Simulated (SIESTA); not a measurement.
Crystal: HfB.

```xyz
2
Lattice="0.0000 2.3100 2.3100 2.3100 0.0000 2.3100 2.3100 2.3100 0.0000" Properties=species:S:1:pos:R:3 pbc="T T T"
Hf    2.3100    2.3100    2.3100
B     0.0000    0.0000    0.0000
```

Base run:

- Program: SIESTA 5.4.2
- Functional: PBE
- Potentials or basis: PseudoDojo 0.4 standard (PBE files)
- Basis: DZP (energy shift 0.003 Ry; two zetas on semicore shells)
- Grid cutoff: 800 Ry
- Energy shift: 0.003 Ry
- k mesh: 10 × 10 × 10
- Occupations: fermi-dirac, width 0.05 eV
- Spin: no spin polarisation

Its results: band gap on the k mesh none (metal or under the smearing width); pressure 31.7 GPa.

**Question.** The run is repeated on the same cell with these changes: functional from PBE to LDA; potentials or basis from PseudoDojo 0.4 standard (PBE files) to PseudoDojo 0.4 standard (LDA files). What comes out?

**Answer.** Band gap on the k mesh none (metal or under the smearing width); pressure 19.2 GPa.

Caveats: short orbitals over semicore shells can move pressures by several GPa; the basis of atomic orbitals isn't converged, which shifts pressures, moduli and gaps; a pressure of tens of GPa on the cell as given is suspect, and the run, the potentials or the cell itself is likely at fault (some runs); spin-orbit coupling is left out, which moves the levels of the heavy elements (some runs).
